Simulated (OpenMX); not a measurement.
**GaGe: band structure with PBE**

The system is GaGe.

```
CELL_PARAMETERS angstrom
0.00000 2.89784 2.89784
2.89784 0.00000 2.89784
2.89784 2.89784 0.00000
ATOMIC_POSITIONS crystal
Ge 0.00000 0.00000 0.00000
Ga 0.25000 0.25000 0.25000
```

The cell comes from a database or a generator and needn't be the stable form of this composition.

```yaml
Program: OpenMX 3.8.5
Task: band structure
Functional: PBE
Potentials_or_basis: OpenMX 2013 PBE set, Ge7.0-s3p2d2f1, Ga7.0-s3p2d2f1, grid cutoff 500 Ry
k_mesh: 7 × 7 × 7
Occupations: fermi-dirac, width 0.05 eV
Spin: no spin polarisation
Mixing_scheme: rmm-diisk
SCF_threshold: 1e-08 Ha
Solver: band
Max_SCF_cycles: 100
```

| Quantity | Value |
| --- | --- |
| Pressure | 1.4 GPa |
| Band gap along the path | none (metal or under the smearing width) |
| Mulliken charges | Ge +0.44; Ga -0.44 e |

Levels at the corners of the path, in eV from the Fermi level:
```csv
point,band 7,band 8,band 9,band 10,band 11,band 12
Γ,1.74,1.74,1.75,2.12,4.49,4.49
X,-5.82,-1.23,-1.22,2.46,2.55,11.21
W,-5.67,-2.11,-2.03,5.90,6.03,6.26
K,-5.60,-2.50,-0.79,2.93,5.75,8.92
Γ,1.74,1.74,1.75,2.12,4.49,4.49
L,-5.37,0.43,0.43,2.14,5.52,5.52
U,-5.60,-2.50,-0.79,2.93,5.75,8.92
W,-5.67,-2.11,-2.03,5.90,6.03,6.26
L,-5.37,0.43,0.43,2.14,5.52,5.52
K|U,-5.60,-2.50,-0.79,2.93,5.75,8.92
X,-5.82,-1.23,-1.22,2.46,2.55,11.21
```

It took 4.8 min on 1 thread of AMD EPYC 7571 (shared host), peak memory 0.9 GiB.

Caveat: Mulliken charges move with the basis; the basis of atomic orbitals isn't converged, which shifts pressures, moduli and gaps.
